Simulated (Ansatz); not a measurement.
# Cu (Copper) (111): surface energy and levels

Program: Ansatz 0.2.0. Level of theory: DFT PBE, scalar-relativistic, plane waves, PAW. These are calculated values, not measurements.

## 1. The system as given

Symmetry: Fm-3m, No. 225, cubic system. The conventional cell has a = 3.630 Å, b = 3.630 Å, c = 3.630 Å, α = 90.00°, β = 90.00°, γ = 90.00°. Cu (site symmetry m-3m) has 12 Cu at 2.57 Å as nearest neighbours.

As a file:

```cif
data_structure
_symmetry_space_group_name_H-M 'P 1'
_symmetry_Int_Tables_number 1
_cell_length_a 2.5666
_cell_length_b 2.5666
_cell_length_c 2.5666
_cell_angle_alpha 60.000
_cell_angle_beta 60.000
_cell_angle_gamma 60.000
_cell_volume 11.96
loop_
_atom_site_label
_atom_site_type_symbol
_atom_site_fract_x
_atom_site_fract_y
_atom_site_fract_z
_atom_site_occupancy
Cu1 Cu 0.00000 0.00000 0.00000 1
```

It is the result of an earlier relaxation at this level (volume 11.96 Å³/atom; gap on the mesh: none (metal)).

## 2. The bulk in the cell of the plane

Contents of input.yaml:

```yaml
crystal:
  lattice:
    - [2.5666196055, 0.0, 0.0]
    - [-1.2833098028, 2.2227577802, 0.0]
    - [1.2833098028, 0.7409192601, 2.0956361324]
  atoms:
    - { symbol: Cu, position: [0.0, 0.0, 0.0] }
basis:
  ecutwfc: 420
kpoints:
  mp_grid: { grid: [15, 15, 16] }
hamiltonian:
  xc: pbe
scf:
  occupations: { method: gaussian, width: 0.1 }
output:
  forces: true
  stress: true
  eigenvalues: true
```

Run with:

```bash
> ansatz run input.yaml --threads 1 --pin off --max-ram 2560MiB --backend cpu --events-out ev --progress --plain --runs-dir out
```

**Question.** How long does this run take on 1 thread of Intel Xeon Platinum 8175M at 2.50GHz (Skylake/Cascade Lake), shared host, and how much memory does it need?

About 11 s, with a peak of 0.5 GiB.
